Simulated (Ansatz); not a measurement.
# C3H7NSi, SMILES [SiH3]CC1C=N1: a geometry optimisation

Computed with the Python package of Ansatz (0.2.0).

Run as a notebook:

```python
import ansatz as az
import numpy as np
```

```python
geometry_ang = [
    ("Si", (1.5179, 0.6518, -0.288)),
    ("C", (-0.0771, -0.1837, -0.7985)),
    ("C", (-0.7582, -0.8022, 0.4228)),
    ("C", (-1.68, -0.0197, 1.0303)),
    ("N", (-2.0624, -1.082, 0.1965)),
    ("H", (2.1776, 1.2122, -1.4765)),
    ("H", (1.2202, 1.7321, 0.6642)),
    ("H", (2.4051, -0.3332, 0.3482)),
    ("H", (0.1684, -0.9893, -1.5217)),
    ("H", (-0.7224, 0.5641, -1.3124)),
    ("H", (-0.2525, -1.5606, 1.0565)),
    ("H", (-1.9366, 0.8105, 1.6787)),
]
geometry = az.Crystal.molecule()
for symbol, xyz in geometry_ang:
    geometry = geometry.atom(symbol, xyz)

calc = (
    geometry.calculation()
    .basis(gaussian="6-31G*")
    .functional("b3lyp", dispersion="d3bj")
    .scf(lower_state_search="standard")
)
symbols = [site.symbol for site in geometry.cartesian_sites]
start = np.array([site.position_ang for site in geometry.cartesian_sites], dtype=float)
def progress(event):
    if event["event"] == "relax_step":
        row = event["data"]
        print(f"step {row['step']:3d}  E = {row['lagrangian_ev']:.6f} eV  max force {row['allowed_force_max_ev_ang']:.4f} eV/A")
```

```python
report = calc.relax(force_tolerance=0.005, max_steps=100).session().plan().execute(on_event=progress).report
end = np.array(report["positions_ang"])
```

    step   1  E = -12589.299232 eV  max force 7.3042 eV/A
    step   2  E = -12590.578472 eV  max force 3.8561 eV/A
    step   3  E = -12590.824588 eV  max force 2.0078 eV/A
    step   4  E = -12590.892677 eV  max force 0.4136 eV/A
    step   5  E = -12590.901701 eV  max force 0.2060 eV/A
    step   6  E = -12590.903886 eV  max force 0.0576 eV/A
    step   7  E = -12590.904338 eV  max force 0.0216 eV/A
    step   8  E = -12590.904926 eV  max force 0.0437 eV/A
    step   9  E = -12590.905253 eV  max force 0.0334 eV/A
    step  10  E = -12590.905351 eV  max force 0.0378 eV/A
    step  11  E = -12590.905395 eV  max force 0.0453 eV/A
    step  12  E = -12590.905450 eV  max force 0.0050 eV/A

```python
for key in ("converged", "free_energy_ev", "reference_energy_ev", "n_frozen", "n_occupied", "n_virtual"):
    print(f"{key:22s} {report[key]}")

print("bond        before    after (A)")
for i, j in [(0, 1), (0, 5), (0, 6), (0, 7), (1, 2), (1, 8), (1, 9), (2, 3), (2, 4), (2, 10), (3, 4), (3, 11)]:
    d0, d1 = (np.linalg.norm(xyz[i] - xyz[j]) for xyz in (start, end))
    print(f"{symbols[i]}{i}-{symbols[j]}{j}".ljust(10), f"{d0:8.4f} {d1:8.4f}")
with open("c3h7nsi_opt.xyz", "w") as handle:
    handle.write(f"{len(symbols)}\nrelaxed C3H7NSi\n")
    handle.writelines(f"{s:2s} {x:11.6f} {y:11.6f} {z:11.6f}\n" for s, (x, y, z) in zip(symbols, end))
```

    converged              True
    free_energy_ev         -12590.905684820207
    reference_energy_ev    -12590.457472171842
    n_frozen               0
    n_occupied             [23, 23]
    n_virtual              [70, 70]
    bond        before    after (A)
    Si0-C1       1.8715   1.8967
    Si0-H5       1.4703   1.4885
    Si0-H6       1.4705   1.4887
    Si0-H7       1.4704   1.4886
    C1-C2        1.5291   1.5138
    C1-H8        1.1101   1.0981
    C1-H9        1.1134   1.0969
    C2-C3        1.3532   1.4503
    C2-N4        1.3529   1.5524
    C2-H10       1.1102   1.0911
    C3-N4        1.4035   1.2585
    C3-H11       1.0842   1.0864

It writes `c3h7nsi_opt.xyz`:
```text
12
relaxed C3H7NSi
Si    1.569607    0.680337   -0.314054
C    -0.023002   -0.215084   -0.823314
C    -0.746834   -0.798789    0.371258
C    -1.752468   -0.071937    1.122158
N    -2.295944   -0.895822    0.341399
H     2.318606    1.158406   -1.508248
H     1.242826    1.851660    0.544681
H     2.449052   -0.234986    0.463540
H     0.217957   -1.008548   -1.543113
H    -0.677853    0.495450   -1.342421
H    -0.250998   -1.646395    0.846875
H    -2.050949    0.685707    1.841338
```

The settings weren't tested for convergence. The end point is the stationary point reached from this start; no frequency run checks that it is a minimum, and the basis set is modest. Total less reference energy is the dispersion correction. b3lyp holds the VWN-RPA fit, as in Gaussian; the form of ORCA and Turbomole is b3lyp5. Hardware and time: 64 s on 1 thread of Arm Neoverse V1, on a shared host, peak memory 0.27 GiB.

(Lines on the test bed's own set-up are left out of the output.)
